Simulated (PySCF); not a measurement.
**C₄H₈O₂Si: runs on many settings**

Aim: see how C₄H₈O₂Si (`O=C1OC[C@H]1C[SiH3]`) answers to the choice of functional, basis, grid and SCF options, and what happens with inputs that are wrong on purpose.

The runs use PySCF 2.14.0, with density-fitted response routines of our own; the level of theory stands in each step. All values are computed, except where a source is named. Atoms count from 0, in the outputs and in this text.

## (1) Starting geometry

15 atoms, charge 0, multiplicity 1; geometry from: GFN2-xTB.

Bonds of the start (Å): O0–C1 1.19, C1–O2 1.36, O2–C3 1.44, C3–C4 1.54, C4–C5 1.52, C5–Si6 1.91, C4–C1 1.52, C3–H7 1.09, C3–H8 1.09, C4–H9 1.09, C5–H10 1.09, C5–H11 1.09, Si6–H12 1.47, Si6–H13 1.47, Si6–H14 1.45.

## (2) NMR shieldings: PBE0/pcSseg-1

Job settings and geometry (Å):

```
{"job": {"kind": "nmr", "xc": "PBE0", "basis": "pcSseg-1"}, "charge": 0, "multiplicity": 1}
O      0.890480     1.522302    -1.515127
C      1.217600     0.737551    -0.684304
O      2.386004     0.646775    -0.000597
C      1.921526    -0.475983     0.771521
C      0.576126    -0.444791     0.018839
C     -0.680749    -0.133979     0.808082
Si    -2.162447     0.273114    -0.330247
H      2.555434    -1.349200     0.614338
H      1.874321    -0.225635     1.832171
H      0.421848    -1.298821    -0.642296
H     -0.916141    -0.991621     1.441742
H     -0.486001     0.708179     1.474625
H     -2.364806    -0.881814    -1.209283
H     -3.324760     0.434006     0.546933
H     -1.912850     1.487906    -1.090758
```

Method: GIAO PBE0/pcSseg-1 NMR shielding, non-relativistic, gas phase.

Launch:

```sh
OMP_NUM_THREADS=1 python probes_run.py task.json out
```

The driver reads the jobs from task.json and runs them one after another.

The log of the run:

```text
coarse grid: 13104 points
cycle   1  E = -596.4390059405  dE =  1.055e+00  |g| = 8.799e-01  |ddm| = 3.444e+00
cycle   2  E = -596.0880230238  dE =  3.510e-01  |g| = 1.643e+00  |ddm| = 1.841e+00
cycle   3  E = -596.5728943380  dE = -4.849e-01  |g| = 2.508e-01  |ddm| = 1.375e+00
cycle   4  E = -596.5840456906  dE = -1.115e-02  |g| = 9.113e-02  |ddm| = 2.175e-01
cycle   5  E = -596.5853447634  dE = -1.299e-03  |g| = 2.493e-02  |ddm| = 5.866e-02
cycle   6  E = -596.5854810609  dE = -1.363e-04  |g| = 5.836e-03  |ddm| = 2.382e-02
cycle   7  E = -596.5854881263  dE = -7.065e-06  |g| = 1.555e-03  |ddm| = 5.492e-03
final grid: 122152 points
cycle   8  E = -596.6487736436  dE = -1.122e-05  |g| = 1.453e-02  |ddm| = 2.498e-02
cycle   9  E = -596.6486985549  dE =  7.509e-05  |g| = 2.485e-02  |ddm| = 2.645e-02
cycle  10  E = -596.6488116133  dE = -1.131e-04  |g| = 2.249e-03  |ddm| = 1.735e-02
cycle  11  E = -596.6488125210  dE = -9.076e-07  |g| = 4.700e-04  |ddm| = 1.558e-03
cycle  12  E = -596.6488125567  dE = -3.578e-08  |g| = 1.473e-04  |ddm| = 3.715e-04
cycle  13  E = -596.6488125615  dE = -4.737e-09  |g| = 2.751e-05  |ddm| = 1.450e-04
cycle  14  E = -596.6488125617  dE = -1.744e-10  |g| = 7.036e-06  |ddm| = 3.430e-05
converged SCF energy = -596.6488125617

GIAO shielding tensors (ppm)
atom      isotropic    diamagn.    paramagn.     s11        s22        s33       span
  0 O      -95.849     402.169    -498.018   -326.248   -175.726    214.425    540.673
  1 C        9.954     253.838    -243.883    -95.511     58.166     67.208    162.720
  2 O       60.295     402.789    -342.494   -161.567     98.115    244.337    405.904
  3 C      117.155     250.668    -133.513     92.265    113.567    145.633     53.368
  4 C      132.539     252.117    -119.578     97.122    143.507    156.988     59.867
  5 C      174.224     250.415     -76.191    163.933    171.022    187.715     23.782
  6 Si     422.817     879.709    -456.892    400.138    409.851    458.461     58.323
  7 H       27.279      29.553      -2.275     24.938     25.697     31.200      6.262
  8 H       27.826      30.579      -2.753     25.613     27.053     30.811      5.198
  9 H       28.255      32.389      -4.134     24.822     28.938     31.003      6.181
 10 H       30.597      31.094      -0.497     25.750     28.914     37.126     11.376
 11 H       30.681      31.840      -1.159     26.423     29.790     35.831      9.407
 12 H       27.883      29.281      -1.397     24.714     26.062     32.874      8.159
 13 H       27.811      28.547      -0.737     24.419     25.505     33.508      9.088
 14 H       27.217      29.219      -2.002     23.029     26.800     31.823      8.794
```

Wall time 19 s (1 thread of AMD EPYC 9R14, shared host); peak memory 0.74 GiB.

The references, computed at this level on geometries of the same kind, shield at (ppm): 1H TMS 31.72, 13C TMS 186.9, 29Si TMS 349.2, 17O H2O 336.1. Their shielding less the atom's gives the shift. The references are single molecules in the gas phase, so shifts against H2O, NH3, PH3, H3PO4 or CFCl3 are not on the usual liquid scales and can be off by tens of ppm. Atoms listed in one row are averaged.

| atoms | environment | σ (ppm) | δ (ppm) | δ scaled to CDCl3 |
| --- | --- | --- | --- | --- |
| C1 | ester carbonyl carbon | 10.0 | 177.0 | 170.8 |
| C3 | sp3 CH2 bonded to O | 117.2 | 69.8 | 66.2 |
| C4 | sp3 CH α to a carbonyl | 132.5 | 54.4 | 51.2 |
| C5 | sp3 CH2 bonded to Si | 174.2 | 12.7 | 10.5 |
| H7 | hydrogen on an sp3 CH2 bonded to O | 27.28 | 4.44 | 4.29 |
| H12, H13, H14 | hydrogen on a silicon bonded to C | 27.64 | 4.08 | – |
| H8 | hydrogen on an sp3 CH2 bonded to O | 27.83 | 3.89 | 3.77 |
| H9 | hydrogen on an sp3 CH α to a carbonyl | 28.25 | 3.46 | 3.37 |
| H10 | hydrogen on an sp3 CH2 bonded to Si | 30.60 | 1.12 | 1.16 |
| H11 | hydrogen on an sp3 CH2 bonded to Si | 30.68 | 1.04 | 1.08 |
| O0 | ester carbonyl oxygen | -95.8 | 431.9 | – |
| O2 | ester alkoxy oxygen | 60.3 | 275.8 | – |
| Si6 | silicon bonded to C, 3 H | 422.8 | -73.7 | – |

The scaled column applies a straight-line fit of computed shieldings to shifts measured in CDCl3 (root-mean-square error 0.16 ppm for H, 1.9 ppm for C).

Charges from the same density, by scheme (e):

```
atoms  Mulliken    IAO  Hirshfeld  ESP fit
   O0     -0.36  -0.42      -0.24    -0.50
   C1      0.55   0.53       0.21     0.68
   O2     -0.42  -0.35      -0.12    -0.40
   C3      0.18  -0.06       0.01     0.14
   C4     -0.50  -0.19      -0.04    -0.14
   C5     -0.44  -0.53      -0.15    -0.27
  Si6      0.50   0.60       0.32     0.36
```

Mayer bond orders: O0–C1 2.04, C1–O2 1.07, O2–C3 0.89, C3–C4 0.99, C4–C5 1.00, C5–Si6 0.89, C4–C1 0.93.

Ring of atoms C1, O2, C3, C4: NICS(0) -2.9, NICS(1) -1.8, NICS(1)zz -1.0 ppm (means of both faces). The ring holds saturated atoms, so no π current runs round it: these values come from its σ bonds, any local π bonds and neighbouring rings, and say nothing of aromaticity.

Orbitals, density, ELF and potential are computed afterwards from the orbital file.

Frontier orbitals at PBE0/pcSseg-1, with the share of their density that lies nearest to each atom:

```
orbital  energy (eV)                    lies on
   HOMO        -8.07  O0 56 %; O2 13 %; C4 12 %
   LUMO         0.02  C1 34 %; O0 20 %; O2 10 %
```

ELF in a plane through or near 6 of the atoms.

Values, 10 rows by 14 columns:
```
0.00 0.00 0.00 0.00 0.00 0.00 0.00 0.00 0.00 0.00 0.00 0.00 0.00 0.00
0.00 0.00 0.00 0.00 0.00 0.05 0.17 0.07 0.00 0.00 0.00 0.00 0.00 0.00
0.00 0.00 0.00 0.00 0.00 0.57 0.89 0.84 0.13 0.08 0.24 0.00 0.00 0.00
0.00 0.00 0.01 0.48 0.52 0.36 0.81 0.78 0.04 0.99 1.00 0.31 0.00 0.00
0.00 0.00 0.01 0.55 0.37 0.47 0.81 0.14 0.22 0.50 0.64 0.19 0.01 0.00
0.00 0.00 0.01 0.15 0.31 0.62 0.56 0.68 0.87 0.14 0.44 0.99 0.58 0.00
0.00 0.00 0.01 0.14 0.92 0.54 0.12 0.73 0.73 0.20 0.96 1.00 0.67 0.00
0.00 0.00 0.00 0.01 0.16 0.02 0.08 0.95 0.95 0.02 0.05 0.23 0.00 0.00
0.00 0.00 0.00 0.00 0.00 0.00 0.00 0.02 0.01 0.00 0.00 0.00 0.00 0.00
0.00 0.00 0.00 0.00 0.00 0.00 0.00 0.00 0.00 0.00 0.00 0.00 0.00 0.00
```
The map spans 11.7 Å across and 9.9 Å up, centred on the molecule. Atoms in the plane (x, y in Å): O0 (-0.4, 2.4), C1 (-1.0, 1.3), O2 (-2.2, 1.0), C5 (0.5, -0.8), H13 (3.2, -0.8), H14 (2.3, 1.4).

On the surface of density 0.002 e/bohr³ the electrostatic potential runs, from the 1st to the 99th percentile, from -1.69 V near O0 to 1.24 V near H7.

## (3) TDDFT and polarisability: PBE0/def2-SVPD

The job, as its differences from that of step 2:

```diff
@@ -1,2 +1,2 @@
-{"job": {"kind": "nmr", "xc": "PBE0", "basis": "pcSseg-1"}, "charge": 0, "multiplicity": 1}
+{"job": {"kind": "uv", "xc": "PBE0", "basis": "def2-SVPD", "nstates": 6, "ntriplets": 2}, "charge": 0, "multiplicity": 1}
 O      0.890480     1.522302    -1.515127
```

With the program's defaults for keys left out, this is: TDDFT PBE0/def2-SVPD, vertical, gas phase, core orbitals frozen in the response.

The log of the run:

```text
coarse grid: 13104 points
cycle   1  E = -596.1622628294  dE =  1.003e+00  |g| = 8.426e-01  |ddm| = 5.301e+00
cycle   2  E = -595.8103196077  dE =  3.519e-01  |g| = 1.609e+00  |ddm| = 3.029e+00
cycle   3  E = -596.2923624999  dE = -4.820e-01  |g| = 2.322e-01  |ddm| = 2.202e+00
cycle   4  E = -596.3022021274  dE = -9.840e-03  |g| = 8.850e-02  |ddm| = 3.245e-01
cycle   5  E = -596.3035188343  dE = -1.317e-03  |g| = 2.428e-02  |ddm| = 1.037e-01
cycle   6  E = -596.3036542732  dE = -1.354e-04  |g| = 5.169e-03  |ddm| = 4.226e-02
cycle   7  E = -596.3036602179  dE = -5.945e-06  |g| = 1.302e-03  |ddm| = 1.033e-02
final grid: 122152 points
cycle   8  E = -596.3959823712  dE = -1.521e-05  |g| = 1.335e-02  |ddm| = 1.147e-01
cycle   9  E = -596.3959142815  dE =  6.809e-05  |g| = 2.306e-02  |ddm| = 4.173e-02
cycle  10  E = -596.3960164639  dE = -1.022e-04  |g| = 1.942e-03  |ddm| = 2.682e-02
cycle  11  E = -596.3960171737  dE = -7.098e-07  |g| = 4.352e-04  |ddm| = 2.307e-03
cycle  12  E = -596.3960172073  dE = -3.356e-08  |g| = 1.376e-04  |ddm| = 7.062e-04
cycle  13  E = -596.3960172115  dE = -4.188e-09  |g| = 2.801e-05  |ddm| = 2.397e-04
cycle  14  E = -596.3960172117  dE = -2.146e-10  |g| = 7.134e-06  |ddm| = 7.622e-05
converged SCF energy = -596.3960172117

Static polarisability (au): isotropic 77.652, principal 64.453 77.039 91.462

Singlet excitations
state   eV       nm        f      main configurations
  1   5.8774    211.0   0.00077   H->L 0.83, H->L+1 0.13
  2   7.3927    167.7   0.01439   H-1->L 0.86, H-2->L 0.09
  3   7.5045    165.2   0.02600   H->L+1 0.82, H->L 0.13
  4   7.7350    160.3   0.03644   H-2->L 0.60, H->L+3 0.21
  5   8.1125    152.8   0.00426   H->L+2 0.38, H->L+4 0.28, H->L+3 0.10
  6   8.1348    152.4   0.00440   H->L+2 0.45, H->L+3 0.32, H-1->L+1 0.09

Triplet excitations (Tamm-Dancoff, eV): 5.3387 6.0244
```

It took 25 s on 1 thread of AMD EPYC 9R14, shared host; peak memory 0.88 GiB.

The orbitals next to the gap, with their largest atomic shares:

| orbital | eV | atoms |
| --- | --- | --- |
| HOMO−3 | -9.74 | Si6 38 %, H12 27 %, H13 18 % |
| HOMO−2 | -9.02 | O2 35 %, O0 24 %, C3 10 % |
| HOMO−1 | -8.89 | C5 25 %, Si6 18 %, O2 12 % |
| HOMO | -8.16 | O0 52 %, C4 12 %, O2 12 % |
| LUMO | -0.18 | C1 25 %, O0 20 %, O2 12 % |
| LUMO+1 | 0.51 | Si6 16 %, C1 16 %, C5 9 % |
| LUMO+2 | 0.87 | Si6 38 %, H12 9 %, H13 9 % |

With each of the 6 states as a Gaussian band of 0.4 eV half-width at 1/e, the curve within the window shown has maxima at 211 nm (ε 31), 163 nm (ε 2,800) L/(mol cm). Beyond the last state computed it falls off for lack of states. The curve at chosen wavelengths:

nm, ε (L/mol/cm) and a bar:
```
      147        266 ###
      150        595 ######
      154       1329 ##############
      157       2025 ######################
      161       2728 #############################
      164       2789 ##############################
      168       2222 ########################
      171       1562 #################
      175        779 ########
      178        395 ####
      182        131 #
      185         51 #
      189         14 
      192          7 
      196         10 
      199         14 
      203         22 
      206         28 
      210         31 
      213         31 
      217         26 
      220         22 
      224         15 
      227         11 
      231          6 
      234          4
```

Leading natural transition orbitals of singlet state 4: the hole lies on O2 43 %; O0 27 %; H8 10 %; the particle on C1 35 %; O0 20 %; H9 11 %.

Leading natural transition orbitals of singlet state 1: the hole lies on O0 64 %; O2 12 %; C4 10 %; the particle on C1 46 %; O0 26 %; O2 12 %.

Ground-state properties from the same run:

```
           property  computed
  dipole moment (D)      4.16
polarisability (Å³)     11.51
 HOMO–LUMO gap (eV)      7.98
      −ε(HOMO) (eV)      8.16
```

## (4) Shielding tensors: r2SCAN/6-31G*

The job, as its differences from that of step 3:

```diff
@@ -1,2 +1,2 @@
-{"job": {"kind": "uv", "xc": "PBE0", "basis": "def2-SVPD", "nstates": 6, "ntriplets": 2}, "charge": 0, "multiplicity": 1}
+{"job": {"kind": "nmr", "xc": "r2SCAN", "basis": "6-31G*", "pop": true, "scf": {"max_cycle": 8}}, "charge": 0, "multiplicity": 1}
 O      0.890480     1.522302    -1.515127
```

Method: GIAO r2SCAN/6-31G* NMR shielding, non-relativistic, gas phase.

The log of the run:

```text
final grid: 122152 points
cycle   1  E = -596.7659921117  dE =  8.848e-01  |g| = 9.212e-01  |ddm| = 3.659e+00
cycle   2  E = -596.1183620651  dE =  6.476e-01  |g| = 1.994e+00  |ddm| = 2.522e+00
cycle   3  E = -596.8925127351  dE = -7.742e-01  |g| = 4.369e-01  |ddm| = 2.062e+00
cycle   4  E = -596.9314760514  dE = -3.896e-02  |g| = 1.342e-01  |ddm| = 4.516e-01
cycle   5  E = -596.9342946260  dE = -2.819e-03  |g| = 5.494e-02  |ddm| = 1.282e-01
cycle   6  E = -596.9349821619  dE = -6.875e-04  |g| = 1.042e-02  |ddm| = 5.738e-02
cycle   7  E = -596.9350067990  dE = -2.464e-05  |g| = 3.379e-03  |ddm| = 1.306e-02
cycle   8  E = -596.9350095999  dE = -2.801e-06  |g| = 5.578e-04  |ddm| = 4.126e-03
SCF not converged, last energy = -596.9350095999
```

It took 9.3 s on 1 thread of AMD EPYC 9R14, shared host; peak memory 0.51 GiB.

Diagnosis: The cap of 8 cycles ended the SCF at a gradient of 5.6e-04. The remedy is to raise the cap. Numbers printed on the way are no properties of the molecule.

## (5) Nuclear shieldings: PBE0/Sadlej pVTZ

The job, as its differences from that of step 4:

```diff
@@ -1,2 +1,2 @@
-{"job": {"kind": "nmr", "xc": "r2SCAN", "basis": "6-31G*", "pop": true, "scf": {"max_cycle": 8}}, "charge": 0, "multiplicity": 1}
+{"job": {"kind": "nmr", "xc": "PBE0", "basis": "Sadlej pVTZ", "pop": true}, "charge": 0, "multiplicity": 1}
 O      0.890480     1.522302    -1.515127
```

Method: GIAO PBE0/Sadlej pVTZ NMR shielding, non-relativistic, gas phase.

The log of the run:

```text
coarse grid: 13104 points
cycle   1  E = -596.6077765475  dE =  1.077e+00  |g| = 8.630e-01  |ddm| = 2.334e+01
cycle   2  E = -596.2384340971  dE =  3.693e-01  |g| = 1.649e+00  |ddm| = 4.823e+00
cycle   3  E = -596.7439570779  dE = -5.055e-01  |g| = 2.375e-01  |ddm| = 2.803e+00
cycle   4  E = -596.7540796089  dE = -1.012e-02  |g| = 9.717e-02  |ddm| = 6.916e-01
cycle   5  E = -596.7556842276  dE = -1.605e-03  |g| = 2.672e-02  |ddm| = 3.048e-01
cycle   6  E = -596.7558454191  dE = -1.612e-04  |g| = 5.540e-03  |ddm| = 1.596e-01
cycle   7  E = -596.7558522325  dE = -6.813e-06  |g| = 1.421e-03  |ddm| = 2.619e-02
final grid: 122152 points
cycle   8  E = -596.7716219896  dE = -2.063e-05  |g| = 1.260e-02  |ddm| = 4.638e-01
cycle   9  E = -596.7715621827  dE =  5.981e-05  |g| = 2.155e-02  |ddm| = 1.157e-01
cycle  10  E = -596.7716521430  dE = -8.996e-05  |g| = 1.839e-03  |ddm| = 5.598e-02
cycle  11  E = -596.7716527563  dE = -6.133e-07  |g| = 5.267e-04  |ddm| = 6.192e-03
cycle  12  E = -596.7716528048  dE = -4.849e-08  |g| = 1.727e-04  |ddm| = 1.598e-03
cycle  13  E = -596.7716528113  dE = -6.494e-09  |g| = 3.113e-05  |ddm| = 8.172e-04
cycle  14  E = -596.7716528115  dE = -2.533e-10  |g| = 7.124e-06  |ddm| = 2.310e-04
converged SCF energy = -596.7716528115

GIAO shielding tensors (ppm)
atom      isotropic    diamagn.    paramagn.     s11        s22        s33       span
  0 O      -67.382     386.047    -453.430   -285.002   -143.196    226.052    511.054
  1 C       19.753     298.448    -278.695    -79.806     62.595     76.470    156.276
  2 O       78.752     357.742    -278.989   -128.855    114.081    251.031    379.885
  3 C      127.206     235.477    -108.271    100.488    120.784    160.346     59.858
  4 C      142.108     178.516     -36.408    106.285    154.018    166.020     59.735
  5 C      186.094     121.016      65.078    172.656    181.452    204.175     31.519
  6 Si     431.158     903.370    -472.211    410.349    420.266    462.861     52.512
  7 H       27.604      23.807       3.796     25.254     26.265     31.292      6.037
  8 H       28.113      38.330     -10.217     26.073     27.593     30.673      4.600
  9 H       28.142      35.060      -6.918     24.816     28.786     30.825      6.009
 10 H       30.666      23.235       7.431     25.986     29.160     36.852     10.866
 11 H       30.790      26.115       4.675     26.886     30.016     35.469      8.583
 12 H       28.021      38.783     -10.762     25.040     26.097     32.926      7.886
 13 H       27.923      31.319      -3.396     24.573     25.681     33.517      8.944
 14 H       27.433      38.198     -10.765     23.512     26.861     31.925      8.414
```

It took 31 s on 1 thread of AMD EPYC 9R14, shared host; peak memory 0.93 GiB.

Key values: δ C1 177.6, C3 70.2, C4 55.3, C5 11.3, H7 4.48, H12 4.29 ppm (means over like atoms).

## (6) TDDFT and polarisability: PBE0/IGLO-II

The job, as its differences from that of step 5:

```diff
@@ -1,2 +1,2 @@
-{"job": {"kind": "nmr", "xc": "PBE0", "basis": "Sadlej pVTZ", "pop": true}, "charge": 0, "multiplicity": 1}
+{"job": {"kind": "uv", "xc": "PBE0", "basis": "IGLO-II", "nstates": 12, "ntriplets": 5, "tda": false}, "charge": 0, "multiplicity": 1}
 O      0.890480     1.522302    -1.515127
```

Method: TDDFT PBE0/IGLO-II, vertical, gas phase, core orbitals frozen in the response.

The log of the run:

```text
coarse grid: 13104 points
cycle   1  E = -596.5918307871  dE =  1.052e+00  |g| = 9.096e-01  |ddm| = 3.015e+00
cycle   2  E = -596.2202233521  dE =  3.716e-01  |g| = 1.702e+00  |ddm| = 1.769e+00
cycle   3  E = -596.7295591084  dE = -5.093e-01  |g| = 2.637e-01  |ddm| = 1.310e+00
cycle   4  E = -596.7412204380  dE = -1.166e-02  |g| = 1.080e-01  |ddm| = 2.170e-01
cycle   5  E = -596.7430335610  dE = -1.813e-03  |g| = 2.699e-02  |ddm| = 6.242e-02
cycle   6  E = -596.7431862685  dE = -1.527e-04  |g| = 6.647e-03  |ddm| = 2.251e-02
cycle   7  E = -596.7431953294  dE = -9.061e-06  |g| = 1.583e-03  |ddm| = 5.531e-03
final grid: 122152 points
cycle   8  E = -596.7571551071  dE = -5.363e-05  |g| = 1.422e-02  |ddm| = 2.509e-02
cycle   9  E = -596.7570877271  dE =  6.738e-05  |g| = 2.386e-02  |ddm| = 2.222e-02
cycle  10  E = -596.7571889788  dE = -1.013e-04  |g| = 2.309e-03  |ddm| = 1.506e-02
cycle  11  E = -596.7571898581  dE = -8.793e-07  |g| = 7.120e-04  |ddm| = 1.560e-03
cycle  12  E = -596.7571899390  dE = -8.095e-08  |g| = 2.221e-04  |ddm| = 5.223e-04
cycle  13  E = -596.7571899492  dE = -1.021e-08  |g| = 3.330e-05  |ddm| = 1.642e-04
cycle  14  E = -596.7571899495  dE = -2.731e-10  |g| = 7.624e-06  |ddm| = 3.786e-05
converged SCF energy = -596.7571899495

Static polarisability (au): isotropic 71.817, principal 59.817 70.943 84.691

Singlet excitations
state   eV       nm        f      main configurations
  1   5.8988    210.2   0.00102   H->L 0.90
  2   7.5132    165.0   0.01348   H-2->L 0.57, H-1->L 0.41
  3   7.7664    159.6   0.03601   H->L+1 0.66, H-1->L 0.14, H-2->L 0.11
  4   7.8795    157.4   0.02522   H-1->L 0.32, H-2->L 0.23, H->L+1 0.23
  5   8.3995    147.6   0.00238   H->L+2 0.82
  6   8.5326    145.3   0.00817   H->L+3 0.44, H-1->L+1 0.27, H->L+4 0.11
  7   8.5875    144.4   0.04945   H-2->L+1 0.35, H->L+3 0.22, H-1->L+1 0.19
  8   8.6590    143.2   0.00290   H-3->L 0.38, H->L+3 0.18, H->L+4 0.12
  9   8.6830    142.8   0.02614   H-2->L+1 0.32, H-3->L 0.30, H->L+5 0.17
 10   8.7177    142.2   0.00493   H-4->L 0.54, H->L+4 0.24, H->L+5 0.09
 11   8.7276    142.1   0.00210   H->L+4 0.31, H-4->L 0.27, H->L+5 0.15
 12   8.7787    141.2   0.00614   H-5->L 0.44, H-1->L+1 0.17, H->L+4 0.09

Triplet excitations (Tamm-Dancoff, eV): 5.3562 5.9898 7.2900 7.6276 7.9273
```

Wall time 26 s (1 thread of AMD EPYC 9R14, shared host); peak memory 0.85 GiB.

Key values: HOMO -8.06 eV, LUMO 0.01 eV; lowest singlet 5.90 eV.

## (7) Side by side: NMR shifts

Shifts (ppm) of some atoms, chosen among heavy atoms and hydrogens apart, with basis size and wall time:

| run | C4 | C5 | H9 | H10 | O0 | O2 | Si6 | functions | time |
| --- | --- | --- | --- | --- | --- | --- | --- | --- | --- |
| PBE0/pcSseg-1 | 54.4 | 12.7 | 3.46 | 1.12 | 431.9 | 275.8 | -73.7 | 166 | 19 s |
| PBE0/Sadlej pVTZ | 55.3 | 11.3 | 3.94 | 1.42 | 405.0 | 258.8 | -78.9 | 248 | 31 s |

## (8) Comparing the runs: electronic excitations

Excitations and ground-state properties, with basis size and wall time:

```csv
run,lowest singlet (eV),brightest (eV),f,gap (eV),α (Å³),μ (D),functions,time
PBE0/def2-SVPD,5.88,7.74,0.036,7.98,11.51,4.16,214,25 s
PBE0/IGLO-II,5.90,8.59,0.049,8.06,10.64,4.09,215,26 s
```

## (9) Outcome

| quantity | value |
| --- | --- |
| 13C shifts against TMS (PBE0/pcSseg-1) | 177.0, 69.8, 54.4, 12.7 ppm |
| 1H shifts against TMS (PBE0/pcSseg-1, means over atoms taken as alike) | 4.44, 4.08, 3.89, 3.46, 1.12, 1.04 ppm |
| 17O shifts against H2O (PBE0/pcSseg-1) | 431.9, 275.8 ppm |
| 29Si shifts against TMS (PBE0/pcSseg-1) | -73.7 ppm |
| potential on the surface of density 0.002 e/bohr³, 1st and 99th percentile | -1.69 V and 1.24 V |
| lowest singlet (PBE0/def2-SVPD) | 5.88 eV (211 nm), f = 0.001 |
| brightest single state of those computed | state 4, 7.74 eV, f = 0.036 |
| lowest triplet | 5.34 eV |
| range of the shift of O0 | 405.0 to 431.9 ppm |
| range of the lowest singlet | 5.88 to 5.90 eV |
| property runs in this session | 5, of which 1 failed and 0 gave unsound results |

What this shows: Single values in the summary come from the first sound run of each kind (PBE0/pcSseg-1; PBE0/def2-SVPD), which need not be the best level. At PBE0/pcSseg-1: The largest span, 541 ppm, is at O0, where the paramagnetic term is -498 ppm. The lowest singlet, at 5.88 eV, is HOMO→LUMO 0.83, HOMO→LUMO+1 0.13 and is dark; of the 6 states computed, the strongest absorption comes from state 4 at 7.74 eV. The lowest triplet lies 0.54 eV below the lowest singlet (triplets in Tamm-Dancoff, singlets in full TDDFT). In ppm, O0 moves most: its shift spreads over 27.0 ppm, from 405.0 (PBE0/Sadlej pVTZ) to 431.9 (PBE0/pcSseg-1). The lowest singlet runs from 5.88 eV (PBE0/def2-SVPD) to 5.90 eV (PBE0/IGLO-II), while the orbital gap spans 7.98 to 8.06 eV. The lowest state need not be the same one in every run. The runs solved for a few states only, so the brightest column depends on that window.
